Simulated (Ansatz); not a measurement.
# HfO2 (fluorite): exact exchange against the cheap answer

The task here is to estimate one member of a computed series from the others.

Method: DFT at several levels, plane waves, PAW, in Ansatz 0.2.0.

## Starting point

Symmetry: Fm-3m, No. 225, cubic system. The conventional cell has a = 5.115 Å, b = 5.115 Å, c = 5.115 Å, α = 90.00°, β = 90.00°, γ = 90.00°. Hf (site symmetry m-3m) is surrounded by 8 O at 2.21 Å. O (site symmetry -43m) has 4 Hf at 2.21 Å in its first shell of neighbours.

Structure file:

```
CELL_PARAMETERS angstrom
0.00000 2.55750 2.55750
2.55750 0.00000 2.55750
2.55750 2.55750 0.00000
ATOMIC_POSITIONS crystal
Hf 0.00000 0.00000 0.00000
O 0.25000 0.25000 0.25000
O 0.75000 0.75000 0.75000
```

An earlier run on this cell at PBE gave -2.46 GPa at 11.152 Å³/atom (8×8×8 mesh), mesh gap 3.72 eV.

All runs below keep this geometry.

Levels to run, all on a 4×4×4 mesh: PBE; PBE0 form (fraction 1/ε∞); PBE0; r²SCAN50; HSE06 form (fraction 0.15, screening 0.3 Å⁻¹). Hardware: 4 threads of Arm Neoverse V2, shared host.

Set-up of the first run:

Input file input.yaml:

```yaml
crystal:
  lattice:
    - [0.0, 2.5575019374, 2.5575019374]
    - [2.5575019374, 0.0, 2.5575019374]
    - [2.5575019374, 2.5575019374, 0.0]
  atoms:
    - { symbol: Hf, position: [0.0, 0.0, 0.0] }
    - { symbol: O, position: [0.25, 0.25, 0.25] }
    - { symbol: O, position: [0.75, 0.75, 0.75] }
basis:
  ecutwfc: 420
  ecutrho_ratio: 4
kpoints:
  mp_grid: { grid: [4, 4, 4] }
hamiltonian:
  xc: pbe
scf:
  occupations: { method: gaussian, width: 0.05 }
output:
  forces: true
  stress: true
  eigenvalues: true
  populations: true
  write_density: true
  write_potential: true
  elf: true
  volumetric_format: npy
```

Started as:

```console
> ansatz run input.yaml --threads 4 --pin off --max-ram 8192MiB --backend cpu --events-out ev --progress --plain --runs-dir out
```

Steps of the session up to this table: PBE; PBE0 form (fraction 1/ε∞); PBE0; r²SCAN50; HSE06 form (fraction 0.15, screening 0.3 Å⁻¹).

One table of the session follows, with a row left open; its other results are not shown here.

It belongs to the step «The sweep». 

```
                                        level  gap on the mesh (eV)  pressure (GPa)
                                          PBE                  3.72            -2.5
                    PBE0 form (fraction 1/ε∞)                  5.47            -7.2
                                         PBE0                  6.06            -8.7
                                     r²SCAN50                  8.66           -15.0
HSE06 form (fraction 0.15, screening 0.3 Å⁻¹)                     ?               ?
```

Q: Estimate the row for HSE06 form (fraction 0.15, screening 0.3 Å⁻¹) from the others.

The run gave: gap on the mesh (eV): 4.51; pressure (GPa): -6.2. In the column «gap on the mesh (eV)» it lies between PBE (3.72) and PBE0 form (fraction 1/ε∞) (5.47).

Limits of these values: Gaps are over this coarse mesh alone, and total energies of different levels can't be compared. The program warned that the SCF threshold is loose for the stress of this hybrid run. Warnings in the runs' records: stress scf threshold loose, stress exchange threshold loose.
